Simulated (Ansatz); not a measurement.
# B2F4H2S2: basis-set convergence

One table from this session's results is given with a row withheld; the runs are named, their logs left out.

Computed with Ansatz 0.2.0, Gaussian basis. Level: one geometry, several basis sets.

The runs, in order: PBE0-D4/def2-SVP; ωB97M-V/def2-SVP; PBE0-D4/def2-QZVPP; ωB97M-V/def2-QZVPP; the functionals' def2-TZVPP values are taken from earlier runs.

### Structure used throughout

An earlier PBE0-D4 in a triple-zeta def2 set relaxation fixed the geometry.

SMILES `F[B-]1(F)[SH+][B-](F)(F)[SH+]1`, 10 atoms, charge 0, spin multiplicity 1.

Atoms are counted from 1 here; the program's logs count them from 0.

Bond lengths: F1–B2 1.344 Å, B2–F3 1.344 Å, B2–S4 2.024 Å, B2–S8 2.024 Å, S4–B5 2.024 Å, S4–H9 1.344 Å, B5–F6 1.344 Å, B5–F7 1.344 Å, B5–S8 2.024 Å, S8–H10 1.344 Å. Angles: F1–B2–F3 117.8°, F1–B2–S4 110.2°, F1–B2–S8 110.0°, F3–B2–S4 110.0°, F3–B2–S8 110.2°, S4–B2–S8 96.6°, B2–S4–B5 83.4°, B2–S4–H9 95.1°, B5–S4–H9 95.1°, S4–B5–F6 110.2°, S4–B5–F7 110.0°, S4–B5–S8 96.6°, F6–B5–F7 117.8°, F6–B5–S8 110.0°, F7–B5–S8 110.2°, B2–S8–B5 83.4°, B2–S8–H10 95.1°, B5–S8–H10 95.1°.

Set-up of the first run:

in.yaml

```yaml
crystal:
  periodic: [false, false, false]
  atoms:
    - {symbol: F, position_ang: [1.057015, -1.132638, 1.765712]}
    - {symbol: B, position_ang: [0.468051, -1.140884, 0.557798]}
    - {symbol: F, position_ang: [0.353480, -2.320191, -0.076320]}
    - {symbol: S, position_ang: [-1.336315, -0.229250, 0.653173]}
    - {symbol: B, position_ang: [-0.452006, 1.130385, -0.557307]}
    - {symbol: F, position_ang: [-0.337806, 2.310588, 0.075222]}
    - {symbol: F, position_ang: [-1.040283, 1.120463, -1.765545]}
    - {symbol: S, position_ang: [1.352782, 0.219673, -0.651181]}
    - {symbol: H, position_ang: [-1.073217, 0.435850, 1.790779]}
    - {symbol: H, position_ang: [1.091200, -0.445094, -1.789332]}
basis:
  gaussian: {orbitals: def2-SVP}
hamiltonian: {xc: pbe0, dispersion: d4}
output: {orbitals: {seedname: orbitals}}
```

Started as:

```sh
ansatz run in.yaml --threads 4 --pin off --events-out ev --progress --plain --max-ram 11315MiB
```

Steps of the session up to this table: PBE0-D4 in def2-SVP; ωB97M-V in def2-SVP; PBE0-D4 in def2-QZVPP; ωB97M-V in def2-QZVPP.

One table of the session follows, with a row left open; its other results are not shown here.

It belongs to the step «Density functionals: the series». 

| functional | basis | HOMO (eV) | LUMO (eV) |
| --- | --- | --- | --- |
| PBE0-D4 | def2-SVP | -8.74 | -0.10 |
| PBE0-D4 | def2-TZVPP | -8.73 | -0.55 |
| PBE0-D4 | def2-QZVPP | -8.75 | -0.64 |
| ωB97M-V | def2-SVP | ? | ? |
| ωB97M-V | def2-TZVPP | -10.81 | 1.45 |
| ωB97M-V | def2-QZVPP | -10.83 | 1.10 |

**Question.** Estimate the row for ωB97M-V, def2-SVP.

As computed: HOMO (eV): -10.80; LUMO (eV): 1.97. In the column «HOMO (eV)» it lies between ωB97M-V, def2-TZVPP (-10.81) and PBE0-D4, def2-QZVPP (-8.75).
